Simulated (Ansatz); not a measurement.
# CuSnF6: one geometry, two states, part 2 of 2

An SCF can end in more than one state. Here CuSnF6, a crystal from a database, its volume scaled a little, is run from each state found earlier: which lies lowest, and what else changes?

Ansatz 0.2.0; DFT, r2SCAN, with U_eff = 5.72 eV on Cu d, plane waves, PAW. Earlier steps stand in the parts before.

### 4 Run from state B

Contents of input.yaml:

```yaml
crystal:
  lattice:
    - [5.55697376, 0.0, 0.0]
    - [-2.2864781, 4.6202556, 0.0]
    - [-0.23366959, -3.09935339, 4.31099179]
  atoms:
    - { symbol: F, position: [0.748, 0.118, 0.871] }
    - { symbol: F, position: [0.252, 0.882, 0.129] }
    - { symbol: F, position: [0.737, 0.876, 0.266] }
    - { symbol: F, position: [0.263, 0.124, 0.734] }
    - { symbol: Sn, position: [0.5, 0.0, 0.5] }
    - { symbol: Cu, position: [0.0, 0.0, 0.0] }
    - { symbol: F, position: [0.25, 0.497, 0.364] }
    - { symbol: F, position: [0.75, 0.503, 0.636] }
kpoints:
  mp_grid: { grid: [4, 5, 4], shift: [0.5, 0.5, 0.5] }
magnetization:
  spin_polarized: false
scf:
  occupations: { method: fermi_dirac, width: 0.0268 }
  lower_state_search: "off"
  max_iter: 200
hamiltonian:
  pseudopotentials: { kind: paw }
  xc: r2scan
  hubbard:
    projectors: all-electron-ortho-atomic
    sites: [{ species: Cu, l: d, u_eff: 5.72 }]
basis:
  ecutwfc: 500
  fft_grid_basis: typed
output:
  forces: true
  stress: true
  eigenvalues: true
  populations: true
  elf: true
  write_potential: true
  volumetric_format: npy
  dos:
    e_range: [-12, 8]
    de: 0.05
    projected: { site_lists: { Cu: [Cu], F: [F], Sn: [Sn] } }
checkpoint:
  read: saved_state
```

The program printed:

```text
Warning: RAYON_NUM_THREADS=1 ignored (pool sized by the plan → 1); use --threads N
F: projections on atomic orbitals take those of the free atom [He] 2s2 2p5, of charge +0.00 (hamiltonian.pseudopotentials.projection_atoms); the dataset's partial waves leave at most 1.6e-8 of an orbital's norm unspanned inside its sphere
Sn: projections on atomic orbitals take those of the free atom [Kr] 4d10 5s2 5p2, of charge +0.00 (hamiltonian.pseudopotentials.projection_atoms); the dataset's partial waves leave at most 5.0e-6 of an orbital's norm unspanned inside its sphere
Cu: projections on atomic orbitals take those of the free atom [Ne] 3s2 3p6 3d10 4s1, of charge +0.00 (hamiltonian.pseudopotentials.projection_atoms); the dataset's partial waves leave at most 2.0e-6 of an orbital's norm unspanned inside its sphere
Engine: ansatz 0.2.0, aarch64-unknown-linux-gnu
Pseudopotentials: kind: paw
Pseudopotential: F, paw, valence charge 7, recommended cutoff 500 eV (meta_gga), F.paw.azcp
Pseudopotential: Sn, paw, valence charge 14, recommended cutoff 500 eV (meta_gga), Sn.paw.azcp
Pseudopotential: Cu, paw, valence charge 19, recommended cutoff 500 eV (meta_gga), Cu.paw.azcp
Functional definition: r2SCAN
  parameter k0 = 0.174
  parameter k1 = 0.065
  parameter a1 = 4.9479
  exchange = r2scan_x(k0 = k0, k1 = k1, a1 = a1)
  correlation = r2scan_c
Crystal: 8 atoms, lattice volume = 110.683 Å³
Basis set: ecut = 500 eV, 2811 PW (Γ), exchange–correlation on 180×160×160 points (64 copies of the dense FFT grid, shifted against one another)
Bands: 46, of which v1, the nominal top of the filled ones, is band 38 counted from 1 (37 counted from 0)
Symmetry: 2 space group operations
Space group: P-1 (ITA 2), of the structure as read, at distance tolerance 4.8e-5 Å
k-points: 40 of 80
Non-local potential: F, projectors of the file, l = 0: 2, l = 1: 2, l = 2: 1
Non-local potential: Sn, projectors of the file, l = 0: 2, l = 1: 2, l = 2: 2, l = 3: 2
Non-local potential: Cu, projectors of the file, l = 0: 3, l = 1: 2, l = 2: 3, l = 3: 1
PAW form: soft (Blöchl's): semilocal exchange-correlation on the pseudo side does not see the compensation charge
PAW frozen core: F, regenerated for the run's functional (the file was generated under x = pbe(κ = 0.804, μ = 0.2195149727645171), c = pbe(β = 0.06672455060314922))
PAW frozen core: Sn, regenerated for the run's functional (the file was generated under x = pbe(κ = 0.804, μ = 0.2195149727645171), c = pbe(β = 0.06672455060314922))
PAW frozen core: Cu, regenerated for the run's functional (the file was generated under x = pbe(κ = 0.804, μ = 0.2195149727645171), c = pbe(β = 0.06672455060314922))
PAW one-centre angular grid: F, 302 points (default); XC on 160 Gauss nodes
PAW one-centre angular grid: Sn, 590 points (default); XC on 249 of its mesh's 2787 points in the sphere
PAW one-centre angular grid: Cu, 590 points (default); XC on 160 Gauss nodes
Initial density: read from a saved state, or passed on in memory by an earlier SCF of this step, an earlier step, the calling program or the single point that the run made first
Initial wavefunctions: pseudopotential atomic-orbital guess
Functional: x = r2scan, c = r2scan; τ floored in thin density (d = 2e-4 eV/Å³)
iter 1 solved again at ethr=3.17e-5 eV; its pass at ethr=3.10e-3 eV (dr2=2.38e-2 eV) is discarded
SCF iter   1: F=-17527.845684 eV  HF=-17527.366752 eV  |F-HF|=4.79e-1  |Δ(HF+E_count)|=         —  Δρ=1.92e-2  dr2=2.37e-2  dr2_τ=1.60e-2  ethr=3.17e-5  ⟨swp⟩=2.2  Hψ=11121  notcnv=0
preconditioner: auto → LDOS  [metal: Δε(μ)=0.016 eV  Ē_g=19.664 eV  σ=0.027 eV  W_gap=0.15  n_scr=26 (ndim 8)  ℏωp=28.9 eV  f_vac=0.237  D(μ)=8.63/eV (n_scr^D=102)  β→1.0]
SCF iter   2: F=-17527.862495 eV  HF=-17527.860997 eV  |F-HF|=1.50e-3  |Δ(HF+E_count)|=   4.94e-1  Δρ=1.70e-3  dr2=7.32e-4  dr2_τ=5.24e-4  ethr=3.16e-5  ⟨swp⟩=3.2  Hψ=4151  notcnv=0
SCF iter   3: F=-17527.862607 eV  HF=-17527.862902 eV  |F-HF|=2.95e-4  |Δ(HF+E_count)|=   1.91e-3  Δρ=9.06e-4  dr2=2.61e-4  dr2_τ=1.12e-4  ethr=9.76e-7  ⟨swp⟩=2.0  Hψ=3840  notcnv=0
SCF iter   4: F=-17527.862944 eV  HF=-17527.862849 eV  |F-HF|=9.51e-5  |Δ(HF+E_count)|=   5.34e-5  Δρ=7.28e-4  dr2=1.57e-4  dr2_τ=6.44e-5  ethr=3.48e-7  ⟨swp⟩=2.0  Hψ=3520  notcnv=0
SCF iter   5: F=-17527.863004 eV  HF=-17527.862945 eV  |F-HF|=5.88e-5  |Δ(HF+E_count)|=   9.60e-5  Δρ=5.13e-4  dr2=7.73e-5  dr2_τ=3.08e-5  ethr=2.09e-7  ⟨swp⟩=2.0  Hψ=2790  notcnv=0
SCF iter   6: F=-17527.863172 eV  HF=-17527.863146 eV  |F-HF|=2.60e-5  |Δ(HF+E_count)|=   2.01e-4  Δρ=3.35e-4  dr2=3.31e-5  dr2_τ=1.11e-5  ethr=1.03e-7  ⟨swp⟩=3.0  Hψ=3395  notcnv=0
SCF iter   7: F=-17527.863178 eV  HF=-17527.863172 eV  |F-HF|=6.78e-6  |Δ(HF+E_count)|=   2.52e-5  Δρ=2.07e-4  dr2=1.70e-5  dr2_τ=2.86e-6  ethr=4.41e-8  ⟨swp⟩=2.0  Hψ=2688  notcnv=0
SCF iter   8: F=-17527.863172 eV  HF=-17527.863179 eV  |F-HF|=7.09e-6  |Δ(HF+E_count)|=   7.27e-6  Δρ=1.75e-4  dr2=2.01e-5  dr2_τ=9.16e-7  ethr=2.27e-8  ⟨swp⟩=1.1  Hψ=1843  notcnv=0
SCF iter   9: F=-17527.863177 eV  HF=-17527.863179 eV  |F-HF|=2.57e-6  |Δ(HF+E_count)|=   5.21e-7  Δρ=1.37e-4  dr2=1.18e-5  dr2_τ=5.30e-7  ethr=2.27e-8  ⟨swp⟩=1.0  Hψ=1840  notcnv=0
SCF iter  10: F=-17527.863182 eV  HF=-17527.863180 eV  |F-HF|=2.39e-6  |Δ(HF+E_count)|=   5.93e-7  Δρ=1.03e-4  dr2=3.69e-6  dr2_τ=6.09e-7  ethr=1.58e-8  ⟨swp⟩=1.7  Hψ=1931  notcnv=0
SCF iter  11: F=-17527.863183 eV  HF=-17527.863181 eV  |F-HF|=1.99e-6  |Δ(HF+E_count)|=   1.34e-6  Δρ=6.77e-5  dr2=1.13e-6  dr2_τ=3.87e-7  ethr=4.93e-9  ⟨swp⟩=2.7  Hψ=3350  notcnv=0
SCF iter  12: F=-17527.863184 eV  HF=-17527.863183 eV  |F-HF|=5.87e-7  |Δ(HF+E_count)|=   1.74e-6  Δρ=4.21e-5  dr2=4.56e-7  dr2_τ=1.64e-7  ethr=1.51e-9  ⟨swp⟩=2.0  Hψ=3348  notcnv=0
SCF iter  13: F=-17527.863184 eV  HF=-17527.863184 eV  |F-HF|=9.84e-8  |Δ(HF+E_count)|=   5.60e-7  Δρ=4.00e-5  dr2=5.79e-7  dr2_τ=9.61e-8  ethr=6.08e-10  ⟨swp⟩=2.0  Hψ=3348  notcnv=0
SCF iter  14: F=-17527.863184 eV  HF=-17527.863184 eV  |F-HF|=5.74e-8  |Δ(HF+E_count)|=   1.33e-8  Δρ=3.60e-5  dr2=3.69e-7  dr2_τ=7.42e-8  ethr=6.08e-10  ⟨swp⟩=2.0  Hψ=3348  notcnv=0
SCF iter  15: F=-17527.863184 eV  HF=-17527.863184 eV  |F-HF|=8.64e-8  |Δ(HF+E_count)|=   2.75e-8  Δρ=3.04e-5  dr2=4.06e-7  dr2_τ=4.52e-8  ethr=4.91e-10  ⟨swp⟩=2.0  Hψ=3308  notcnv=0
SCF iter  16: F=-17527.863184 eV  HF=-17527.863184 eV  |F-HF|=4.63e-8  |Δ(HF+E_count)|=   6.38e-8  Δρ=2.35e-5  dr2=2.68e-7  dr2_τ=2.74e-8  ethr=4.91e-10  ⟨swp⟩=1.0  Hψ=1840  notcnv=0
SCF iter  17: F=-17527.863184 eV  HF=-17527.863184 eV  |F-HF|=1.15e-7  |Δ(HF+E_count)|=   8.42e-8  Δρ=1.73e-5  dr2=2.13e-7  dr2_τ=1.14e-8  ethr=3.58e-10  ⟨swp⟩=1.0  Hψ=1840  notcnv=0
SCF iter  18: F=-17527.863184 eV  HF=-17527.863184 eV  |F-HF|=1.22e-7  |Δ(HF+E_count)|=   4.99e-8  Δρ=1.25e-5  dr2=1.43e-7  dr2_τ=3.63e-9  ethr=2.84e-10  ⟨swp⟩=1.0  Hψ=1840  notcnv=0
SCF iter  19: F=-17527.863184 eV  HF=-17527.863184 eV  |F-HF|=1.87e-8  |Δ(HF+E_count)|=   5.29e-9  Δρ=7.38e-6  dr2=4.02e-8  dr2_τ=2.87e-9  ethr=1.33e-10  ⟨swp⟩=7.0  Hψ=10443  notcnv=0
SCF 1 converged in 19 iterations: F = -17527.863184 eV  dr2 = 4.02e-8
SCF converged after 19 iterations
Free energy (F): -17527.863184 eV
Harris-Foulkes:  -17527.863184 eV  (|F-HF|=1.87e-8)
Internal energy: -17527.843779 eV  (E = F + TS)
E sigma→0 (E₀):  -17527.853481 eV
Entropy (-TS):   -0.019405 eV (-2.426 meV/atom)
Fermi energy:    2.560937 eV
--- Per-component energies (eV) ---
  E_band       = -1093.721702
  E_kinetic    = 1727.353446
  E_local      = -10948.267832  (includes V_loc(G=0)·N_el)
  E_nonlocal   = 809.135484
  E_hartree    = 4743.070169
  E_xc         = -923.790462
  E_vxc        = -912.059603  (∫ρ·V_xc dr)
  E_hubbard    = 1.375698  (on-site DFT+U / exact-exchange correction)
  E_vhub       = -23.835435  (the Hubbard potential's part of the band-sum identity)
  E_paw        = -7072.870589  (= ΣΔE_a)
  E_vpaw       = -1297.754369  (= ΣTr[D̂ρ^β])
  E_aug_tail   = 0.006378  (compensation charges beyond the density's cutoff)
  E_vtau       = 65.571147  (kinetic-family band-sum trace: ∫τ·v_τ [+ j·A + Jᵃ·Aᵃ] dr)
  E_ewald      = -5864.101934
  E_core_change = 0.245863  (= ΣΔE_core)
  E_smearing   = -0.019405  (= −TS)
  E_closure    = -0.000000  (closes the sum)
  Σ components = -17527.863184   (vs F -17527.863184, Δ=0.00e0)
--- Forces (eV/Å), atoms counted from 1 ---
  atom   1  F      0.23487248    -0.16276316     0.14333223
  atom   2  F     -0.23487248     0.16276316    -0.14333223
  atom   3  F     -0.07746267    -0.02391070     0.03100160
  atom   4  F      0.07746267     0.02391070    -0.03100160
  atom   5  Sn     0.00000000     0.00000000     0.00000000
  atom   6  Cu     0.00000000     0.00000000     0.00000000
  atom   7  F     -0.03752768    -0.15716066    -0.21282525
  atom   8  F      0.03752768     0.15716066     0.21282525
  max |Σ_I F_I| component: 0.00e0 eV/Å
--- Stress (GPa, compression-positive) ---
       -2.054432       0.474697      -0.377230
        0.474714      -1.755227      -0.951551
       -0.377254      -0.951493      -1.885692
  P = ⅓ Tr σ = -1.8985 GPa (-18.985 kbar)
--- Band table (eV; the first three rows and the last of 40) ---
  k-point 0: bands = ["-111.9215", "-68.1240", "-68.0585", "-67.0668", "-21.3094", "-21.2401", "-20.9611", "-20.7652", "-20.6593", "-20.0735", "-17.9900", "-17.9244", "-17.9175", "-17.2538", "-16.8917", "-4.7898", "-3.4097", "-2.9958", "-2.2786", "-2.1647", "-1.8081", "-1.6886", "-1.5997", "-1.3571", "-0.7068", "-0.4668", "-0.3055", "-0.1918", "-0.0919", "-0.0082", "0.2366", "0.3102", "0.3597", "0.3796", "0.5256", "0.6809", "1.5906", "2.5390", "7.3369", "11.2765", "13.0427", "13.5983", "14.3048", "14.6292", "15.4977", "16.4140"]
  k-point 1: bands = ["-111.9215", "-68.1240", "-68.0585", "-67.0668", "-21.3048", "-21.2342", "-20.8784", "-20.8207", "-20.6649", "-20.1092", "-17.9898", "-17.9243", "-17.9168", "-17.2553", "-16.9005", "-4.6980", "-3.3978", "-3.0898", "-2.3276", "-2.2446", "-1.6403", "-1.6138", "-1.3967", "-1.1570", "-0.8051", "-0.5719", "-0.4125", "-0.2779", "-0.2042", "-0.0075", "0.2314", "0.2625", "0.2860", "0.3416", "0.5337", "0.7792", "1.4622", "2.5035", "8.1936", "10.6947", "12.7936", "13.3074", "13.8900", "15.0996", "16.1518", "16.3971"]
  k-point 2: bands = ["-111.9215", "-68.1240", "-68.0585", "-67.0668", "-21.3240", "-21.2794", "-20.8905", "-20.7323", "-20.6846", "-20.0952", "-17.9903", "-17.9243", "-17.9171", "-17.2435", "-16.9074", "-4.9363", "-3.0350", "-2.8336", "-2.5504", "-2.4005", "-1.9274", "-1.6675", "-1.5637", "-1.0698", "-0.6772", "-0.5468", "-0.3482", "-0.1214", "-0.0950", "0.0610", "0.1519", "0.2361", "0.2879", "0.3869", "0.5543", "0.7885", "1.4011", "2.7112", "7.4204", "11.3902", "12.7692", "13.5188", "14.1049", "14.8058", "15.3490", "16.4256"]
  k-point 39: bands = ["-111.9215", "-68.1240", "-68.0585", "-67.0668", "-21.3313", "-21.2804", "-20.8704", "-20.7305", "-20.6826", "-20.1178", "-17.9904", "-17.9244", "-17.9171", "-17.2435", "-16.8987", "-4.9149", "-3.0908", "-2.7736", "-2.4965", "-2.3728", "-1.9477", "-1.6506", "-1.5497", "-1.2309", "-0.5082", "-0.4854", "-0.3275", "-0.2510", "-0.1223", "-0.0357", "0.0677", "0.2273", "0.2916", "0.4506", "0.5890", "0.7905", "1.3827", "2.7073", "7.3914", "11.3815", "13.0130", "13.1922", "14.4015", "14.9843", "15.4258", "16.1345"]
Occupation matrices written to <dir>
--- Löwdin populations: 8 sites ---
  site symbol       q [e]
     0      F      7.5274
     1      F      7.5274
     2      F      7.5619
     3      F      7.5619
     4     Sn     11.8184
     5     Cu     17.6579
     6      F      7.5263
     7      F      7.5263
  spilling = 0.003900 (of n_electrons = 75.000000)
```

Wall time 58 s (1 thread of an Arm CPU, shared host); peak memory 0.96 GiB.

### 5 What state B looks like

Counts of states in windows (eV from the Fermi level; tetrahedra), total and projected:

| from | to | total | Cu d | F p |
| --- | --- | --- | --- | --- |
| -8.0 | -7.0 | 2.00 | 0.08 | 1.33 |
| -7.0 | -6.0 | 0.06 | 0.01 | 0.04 |
| -6.0 | -5.0 | 4.71 | 0.63 | 3.60 |
| -5.0 | -4.0 | 8.59 | 3.08 | 5.20 |
| -4.0 | -3.0 | 6.90 | 1.09 | 5.57 |
| -3.0 | -2.0 | 16.20 | 2.32 | 13.60 |
| -2.0 | -1.0 | 5.32 | 1.28 | 3.96 |
| -1.0 | 0.0 | 0.93 | 0.55 | 0.34 |
| 0.0 | 1.0 | 1.31 | 0.84 | 0.42 |
| 1.0 | 2.0 | 0.00 | 0.00 | 0.00 |
| 2.0 | 3.0 | 0.00 | 0.00 | 0.00 |
| 3.0 | 4.0 | 0.00 | 0.00 | 0.00 |
| 4.0 | 5.0 | 0.37 | 0.00 | 0.08 |

By element, from the tables in the log (a charge is positive for electrons lost): Löwdin charges also hold the electrons that the projection spills.

| element | atoms | Löwdin charge (e) |
| --- | --- | --- |
| F | 6 | -0.56 to -0.53 |
| Sn | 1 | +2.18 |
| Cu | 1 | +1.34 |

The Löwdin projection spills 0.4 % of the electrons and depends on the orbitals chosen; where it disagrees with Bader's partition, neither is an observable.

Eigenvalues of the corrected shells' occupation matrices:

| atom | shell | spin | eigenvalues |
| --- | --- | --- | --- |
| Cu6 | d | each | 0.67 0.99 1.00 1.00 1.00 |

### 6 The states side by side

What follows sums up all 2 parts.

| state | free energy (meV/atom) | largest site moment (μB) | size of the net moment (μB/cell) | gap (eV) | pressure (GPa) | largest force (eV/Å) | SCF cycles |
| --- | --- | --- | --- | --- | --- | --- | --- |
| A | 0.0 | 0.87 | 1.00 | 4.08 | -2.1 | 0.19 | 14 |
| B | 193.8 | – | – | metal | -1.9 | 0.32 | 19 |

What this shows: State A lies lowest, 193.8 meV per atom under state B. They differ in kind: A is gapped, B is a metal. Not all runs allow spin: where it is off, the gap in energy is mostly the cost of forbidding moments, not two ends of one search.

Caveats: an odd count of electrons without spin polarisation forces a partly filled band; the k mesh is coarse for a cell without a gap.
